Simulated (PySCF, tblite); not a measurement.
# C6H5O radical: geometry, infrared bands and EPR parameters

Aim: predict the infrared bands and EPR parameters of C6H5O radical (`O=CC#C[C]1CC1`).

The runs use tblite 0.8.0 and PySCF 2.14.0, with density-fitted response routines of our own; the level of theory stands in each step. All values are computed, except where a source is named. Atoms are numbered from 0 throughout.

## Step 1: The molecule as given

12 atoms, charge 0, multiplicity 2; geometry from: force field or distance geometry start.

Bonds of the start (Å): O0–C1 1.27, C1–C2 1.43, C2–C3 1.22, C3–C4 1.44, C4–C5 1.50, C5–C6 1.53, C6–C4 1.51, C1–H7 1.10, C5–H8 1.11, C5–H9 1.11, C6–H10 1.09, C6–H11 1.13.

## Step 2: Geometry optimisation with GFN2-xTB

What the job is given:

```
{"job": {"kind": "relax", "xc": "GFN2-xTB", "basis": "xTB"}, "charge": 0, "multiplicity": 2}
O      3.416700     1.716000     0.579100
C      3.053000     0.497300     0.513500
C      1.671800     0.146100     0.610100
C      0.484800    -0.139300     0.658900
C     -0.907200    -0.497300     0.770900
C     -1.654500    -0.959900    -0.448600
C     -1.910800     0.435100     0.129300
H      3.811300    -0.288900     0.416600
H     -1.076900    -1.020900    -1.396900
H     -2.476300    -1.696200    -0.343700
H     -1.592200     1.238600    -0.541600
H     -2.818500     0.568700     0.791100
```

Command:

```sh
> OMP_NUM_THREADS=1 python probes_run.py task.json out
```

One launch serves the whole session: the jobs run in the order shown.

**Question.** This job is followed by: GFN2-xTB harmonic vibrations, gas phase; UKS B3LYP, pcH-1 on C H O, non-relativistic, mean-field spin-orbit, GIAO. Predict these results of the whole session: strongest single infrared mode (GFN2-xTB); zero-point energy (GFN2-xTB); g(iso) (B3LYP); ⟨S²⟩; largest a(iso) (averaged by class); potential on the surface of density 0.002 e/bohr³, 1st and 99th percentile.

**Answer**, as computed:

```
                                                                  quantity                  value
                                 strongest single infrared mode (GFN2-xTB)  1684 cm⁻¹, 316 km/mol
                                              zero-point energy (GFN2-xTB)          52.9 kcal/mol
                                                            g(iso) (B3LYP)                2.00434
                                                                      ⟨S²⟩     0.776 (exact 0.75)
                                        largest a(iso) (averaged by class)    13C on C4, 58.8 MHz
potential on the surface of density 0.002 e/bohr³, 1st and 99th percentile     -1.78 V and 1.23 V
```

The optimisation took 81 steps and gained 1.079 eV; among the close pairs (by a distance rule), C3–C4 changed most, from 1.442 to 1.321 Å. No mode is imaginary among the 30: a minimum at this level. The strongest single mode, at 1684 cm⁻¹, is spread over several atoms, C4, C1, C2 among them. Unscaled tight-binding wavenumbers are off by several per cent, some by more. Its intensities can rank the bands wrongly. The largest spin populations lie on C4 (0.59 e), C2 (0.48 e). The isotropic g lies 2.0 ppt above the free-electron value. The conformer search found further structures of the same energy, which may be mirror or relabelled copies of this one.
